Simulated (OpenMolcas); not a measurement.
# CH4AlClO (SMILES C[O][AlH][Cl]) at 6 levels

Wanted: a comparison of 6 runs (HF/STO-3G, HF/6-31G*, PBE/6-31G*, SVWN5/6-31G*, TPSS/6-31G*, B3LYP/6-31G*) of CH4AlClO. 

Program for the calculation: OpenMolcas 26.06.

1 further run of the same task is left out (set aside as unsound or not needed).

## Step 1: The system as given

CH4AlClO has 8 atoms, charge 0, and is taken as a singlet. SMILES: `C[O][AlH][Cl]`. The shape is that of a PBE0-D4/def2-TZVP optimisation. This is one conformer, not always the lowest.

Bond lengths: C1–O2 1.400 Å, O2–Al3 1.672 Å, Al3–Cl4 2.097 Å, C1–H5 1.094 Å, C1–H6 1.096 Å, C1–H7 1.094 Å, Al3–H8 1.563 Å. Angles: C1–O2–Al3 136.5°, O2–Al3–Cl4 118.9°, O2–C1–H5 109.9°, O2–C1–H6 112.3°, O2–C1–H7 109.8°, O2–Al3–H8 119.8°, Cl4–Al3–H8 121.3°, H5–C1–H6 108.3°, H5–C1–H7 108.0°, H6–C1–H7 108.3°.

## Step 2: Energy and forces at HF/STO-3G (run 1)

File mol.input:

```
&GATEWAY
BASLIB=$CurrDir
BASISSET
C.STO-3G....
C1 0.132200 1.250600 0.263000 angstrom
End of Basis
BASISSET
O.STO-3G....
O2 0.645300 0.052000 -0.246000 angstrom
End of Basis
BASISSET
Al.STO-3G....
Al3 0.103400 -1.519700 -0.426600 angstrom
End of Basis
BASISSET
Cl.STO-3G....
Cl4 -1.829000 -2.007800 0.224400 angstrom
End of Basis
BASISSET
H.STO-3G....
H5 0.118400 2.012400 -0.522500 angstrom
H6 -0.886500 1.136200 0.650000 angstrom
H7 0.770200 1.612600 1.075000 angstrom
H8 1.038000 -2.593300 -1.072900 angstrom
End of Basis
&SEWARD
&SCF
THRESHOLDS=1e-10 1e-07 1e-07 1e-05
PRORBITALS=1 2
&ALASKA
```

The basis set STO-3G is read from a file made from the Basis Set Exchange's data (not shown).

Launch:

```bash
$ export MOLCAS_MEM=1860
$ pymolcas mol.input > mol.log
```

Output:

```text
--- Start Module: gateway ---
[...]
--- Stop Module: gateway /rc=_RC_ALL_IS_WELL_ ---
[...]
      Basis functions           32
[...]
--- Start Module: scf ---
[...]
       Convergence after  11 Iterations
[...]
::    Total SCF energy                               -807.2982328651
[...]
      Total spin, S                                     0.0000000000
[...]
      Total electronic charge=   48.000000
      Total            charge=   -0.000000
[...]
      Dipole Moment (debye):
      Origin of the operator (angstrom)=   -0.5130   -0.9916   -0.0459
                   X=  2.0457E+00               Y=  7.2484E-01               Z= -6.3621E-01           Total=  2.2617E+00
      Quadrupole Moment (debye*angstrom):
[...]
 *              Molecular gradients               *
 **************************************************
  Irreducible representation: a
 ------------------------------------------------------------------------------------------
                              X                       Y                       Z
 ------------------------------------------------------------------------------------------
  C1                9.53657358818838E-03    1.07300406604196E-02   -1.07899476541462E-03
  O2               -8.78149976339415E-03    3.69759351400374E-02    1.28586343243056E-02
  AL3              -2.38354722060210E-02   -1.21185014038439E-03    9.25818300453596E-03
  CL4              -9.19202273856001E-03   -3.17757183999667E-03    2.87510640907573E-03
  H5                1.62339713697919E-03   -3.73176530685271E-03   -5.15539399016163E-04
  H6                2.03207641014957E-03   -5.65807647977301E-03   -2.23958006309011E-03
  H7                8.77281307258393E-04   -3.27790201138312E-03   -2.28301338768855E-03
  H8                2.77396662653384E-02   -3.06488100220705E-02   -1.88747961227143E-02
[...]
```

Wall time 1.3 s (1 thread of Intel Xeon 6975P-C (Granite Rapids), shared host); peak memory 0.37 GiB.

## Step 3: Energy and forces at HF/6-31G(d) (spherical functions) (run 2)

File test.inp:

```
* CH4AlClO Hartree-Fock

&GATEWAY
  BasLib=$CurrDir
  BasisSet
  C.6-31Gs....
  C1 0.132200 1.250600 0.263000 angstrom
  End of Basis
  BasisSet
  O.6-31Gs....
  O2 0.645300 0.052000 -0.246000 angstrom
  End of Basis
  BasisSet
  Al.6-31Gs....
  Al3 0.103400 -1.519700 -0.426600 angstrom
  End of Basis
  BasisSet
  Cl.6-31Gs....
  Cl4 -1.829000 -2.007800 0.224400 angstrom
  End of Basis
  BasisSet
  H.6-31Gs....
  H5 0.118400 2.012400 -0.522500 angstrom
  H6 -0.886500 1.136200 0.650000 angstrom
  H7 0.770200 1.612600 1.075000 angstrom
  H8 1.038000 -2.593300 -1.072900 angstrom
  End of Basis

&SEWARD

&SCF
  Thresholds=1e-10 1e-07 1e-07 1e-05
  PrOrbitals=1

&ALASKA
```

The basis set 6-31G* is read from a file made from the Basis Set Exchange's data (not shown).

Launch:

```bash
$ export MOLCAS_MEM=1860
$ pymolcas test.inp > test.log
```

Output:

```text
--- Start Module: gateway ---
[...]
--- Stop Module: gateway /rc=_RC_ALL_IS_WELL_ ---
[...]
      Basis functions           72
[...]
--- Start Module: scf ---
[...]
       Convergence after  12 Iterations
[...]
::    Total SCF energy                               -816.5533921414
[...]
      Total spin, S                                     0.0000000000
[...]
      Total electronic charge=   48.000000
      Total            charge=   -0.000000
[...]
      Dipole Moment (debye):
      Origin of the operator (angstrom)=   -0.5130   -0.9916   -0.0459
                   X=  6.9342E-01               Y=  1.0624E+00               Z= -8.9533E-03           Total=  1.2687E+00
      Quadrupole Moment (debye*angstrom):
[...]
 *              Molecular gradients               *
 **************************************************
  Irreducible representation: a
 ------------------------------------------------------------------------------------------
                              X                       Y                       Z
 ------------------------------------------------------------------------------------------
  C1                1.53693019626575E-04   -4.79573325022820E-03   -1.26886512589608E-03
  O2                3.31457920278311E-03   -6.68074612347436E-03   -3.01603112339799E-03
  AL3              -5.04789559090035E-03    1.59552406154262E-03    2.42940580475182E-03
  CL4               3.43880924290474E-03    1.21630133572914E-03   -1.07323962976302E-03
  H5               -1.99773777796425E-04    5.46619532667414E-03   -4.72887300958158E-03
  H6               -6.73440239237211E-03   -6.78001895033642E-05    2.73567369747152E-03
  H7                3.89654612822343E-03    2.94121817269088E-03    5.31166751750334E-03
  H8                1.17844416746982E-03    3.25040666604437E-04   -3.89738131145734E-04
[...]
```

Run time: 4.5 s. Hardware: 1 thread of Intel Xeon 6975P-C (Granite Rapids), shared host; peak memory 0.42 GiB.

Runs 3 to 4 aren't shown in full; the table further down has their settings and results.

## Step 4: Energy and forces at TPSS/6-31G(d) (spherical functions) (run 5)

File geom.xyz:

```xyz
8

C      0.132200     1.250600     0.263000
O      0.645300     0.052000    -0.246000
Al     0.103400    -1.519700    -0.426600
Cl    -1.829000    -2.007800     0.224400
H      0.118400     2.012400    -0.522500
H     -0.886500     1.136200     0.650000
H      0.770200     1.612600     1.075000
H      1.038000    -2.593300    -1.072900
```

File test.input:

```
&GATEWAY
 BasLib = $CurrDir
 Coord = geom.xyz
 Basis = 6-31Gs
 Group = NoSym

&SEWARD
 GridInput
 Grid=UltraFine
 End of Grid

&SCF
 KSDFT = 2
 1.0 MGGA_X_TPSS
 1.0 MGGA_C_TPSS
 Thresholds = 1e-10 1e-07 1e-07 1e-05
 PrOrbitals = 0

&ALASKA
```

The basis set 6-31G* is read from a file made from the Basis Set Exchange's data (not shown).

Launch:

```bash
$ export MOLCAS_MEM=1860
$ pymolcas test.input > test.log
```

Output:

```text
--- Start Module: gateway ---
[...]
--- Stop Module: gateway /rc=_RC_ALL_IS_WELL_ ---
[...]
      Basis functions           72
[...]
--- Start Module: scf ---
[...]
       Convergence after  14 Iterations
[...]
::    Total KS-DFT energy                            -818.4853209994
[...]
      Total spin, S                                     0.0000000000
[...]
      Total electronic charge=   48.000000
      Total            charge=   -0.000000
[...]
      Dipole Moment (debye):
      Origin of the operator (angstrom)=   -0.5130   -0.9916   -0.0459
                   X=  6.3394E-01               Y=  1.2843E+00               Z=  7.0811E-02           Total=  1.4340E+00
      Quadrupole Moment (debye*angstrom):
[...]
 *              Molecular gradients               *
 **************************************************
  Irreducible representation: a
 ------------------------------------------------------------------------------------------
                              X                       Y                       Z
 ------------------------------------------------------------------------------------------
  C1                5.15381555932715E-03   -9.96055475018842E-03   -4.59317007302396E-03
  O2               -1.13871055385744E-02   -3.37381617208887E-03    3.72317900893870E-03
  AL3               1.84071490131998E-04    1.22406724996509E-02    3.02568229841693E-03
  CL4               7.23434108201815E-03    2.41474109886042E-03   -2.29308402756789E-03
  H5               -3.26908086171196E-04   -2.15790522475645E-03    3.02795467680861E-03
  H6                3.22233862879351E-03    2.80744152923951E-04   -1.23480062891868E-03
  H7               -2.61545038247313E-03   -7.67089499317697E-04   -2.57818304246271E-03
  H8               -1.46510275310074E-03    1.32320789486462E-03    9.22421787832528E-04
[...]
```

Run time: 22 s. Hardware: 1 thread of Intel Xeon 6975P-C (Granite Rapids), shared host; peak memory 0.42 GiB.

## Step 5: Energy and forces at B3LYP/6-31G(d) (Cartesian functions) (run 6)

File calc.input:

```
* CH4AlClO Kohn-Sham DFT
>>> EXPORT MOLCAS_PRINT=2

&gateway
  baslib=$CurrDir
  coord
  8
  angstrom
  C        0.132200       1.250600       0.263000
  O        0.645300       0.052000      -0.246000
  Al       0.103400      -1.519700      -0.426600
  Cl      -1.829000      -2.007800       0.224400
  H        0.118400       2.012400      -0.522500
  H       -0.886500       1.136200       0.650000
  H        0.770200       1.612600       1.075000
  H        1.038000      -2.593300      -1.072900
  basis=6-31Gs
  group=NoSym

&seward
  gridinput
  Grid=UltraFine
  End of Grid

&scf
  ksdft=B3LYP
  thresholds=1e-10 1e-07 1e-07 1e-05
  prorbitals=0

&alaska
```

The basis set 6-31G* is read from a file made from the Basis Set Exchange's data (not shown).

Launch:

```bash
$ export MOLCAS_MEM=1860
$ pymolcas calc.input > calc.log
```

Output:

```text
--- Start Module: gateway ---
[...]
--- Stop Module: gateway /rc=_RC_ALL_IS_WELL_ ---
[...]
      Basis functions           76
[...]
--- Start Module: scf ---
[...]
       Convergence after  13 Iterations
[...]
::    Total KS-DFT energy                            -818.4728642606
[...]
      Total spin, S                                     0.0000000000
[...]
      Total electronic charge=   48.000000
      Total            charge=   -0.000000
[...]
      Dipole Moment (debye):
      Origin of the operator (angstrom)=   -0.5130   -0.9916   -0.0459
                   X=  6.3916E-01               Y=  1.1643E+00               Z=  3.8425E-02           Total=  1.3288E+00
      Quadrupole Moment (debye*angstrom):
[...]
 *              Molecular gradients               *
 **************************************************
  Irreducible representation: a
 ------------------------------------------------------------------------------------------
                              X                       Y                       Z
 ------------------------------------------------------------------------------------------
  C1                2.72223129068849E-03   -5.34050296404409E-03   -2.44446675607302E-03
  O2               -7.08186224343521E-03   -2.90154820045085E-03    2.11412392867860E-03
  AL3              -1.83928390115717E-03    8.05413622863504E-03    2.77709919426883E-03
  CL4               6.21048590002360E-03    2.10622769713176E-03   -1.96054411452184E-03
  H5               -4.98233981083909E-05   -1.46046116469423E-03    1.38364444040517E-03
  H6                1.71374392771106E-03   -2.74394796864974E-04   -7.59647192653867E-04
  H7               -1.20478256772483E-03   -7.63897228785559E-04   -1.44618217187586E-03
  H8               -4.70709008074000E-04    5.80440429124085E-04    3.35972671744234E-04
[...]
```

Run time: 17 s. Hardware: 1 thread of Intel Xeon 6975P-C (Granite Rapids), shared host; peak memory 0.43 GiB.

## Step 6: Overview of the runs

| run | level | integration grid | Cartesian functions | energy (Eh) | dipole moment (D) | HOMO energy (eV) | LUMO energy (eV) | wall time |
| --- | --- | --- | --- | --- | --- | --- | --- | --- |
| 1 | HF/STO-3G | – | no | -807.298233 | 2.26 | -8.95 | 8.52 | 1.3 s |
| 2 | HF/6-31G* (spherical functions) | – | no | -816.553392 | 1.27 | -12.25 | 1.97 | 4.5 s |
| 3 | PBE/6-31G* (spherical functions) | UltraFine | no | -817.955721 | 1.39 | -6.81 | -1.41 | 17 s |
| 4 | SVWN5/6-31G* (spherical functions) | UltraFine | no | -814.958429 | 1.41 | -6.93 | -1.60 | 12 s |
| 5 | TPSS/6-31G* (spherical functions) | UltraFine | no | -818.485321 | 1.43 | -6.96 | -1.25 | 22 s |
| 6 | B3LYP/6-31G* (Cartesian functions) | UltraFine | yes | -818.472864 | 1.33 | -8.07 | -0.84 | 17 s |

## Step 7: Results

| quantity | value |
| --- | --- |
| run 6: total energy | -818.47286 Eh |
| run 6: dipole moment | 1.33 D |
| run 6: HOMO energy | -8.07 eV |
| run 6: LUMO energy | -0.84 eV |
| run 6: HOMO–LUMO gap | 7.23 eV |
| run 6: largest force on an atom | 0.448 eV/Å |

The dipole moment (its size) runs from 1.27 D (HF/6-31G*) to 2.26 D (HF/STO-3G). The HOMO–LUMO gap runs from 5.33 eV (SVWN5/6-31G*) to 17.47 eV (HF/STO-3G). The two ends differ in method and basis. Totals of different functionals can't be ranked against each other. In run 1 the basis is minimal, so the values are rough. All runs together took 73 s, the longest 22 s.
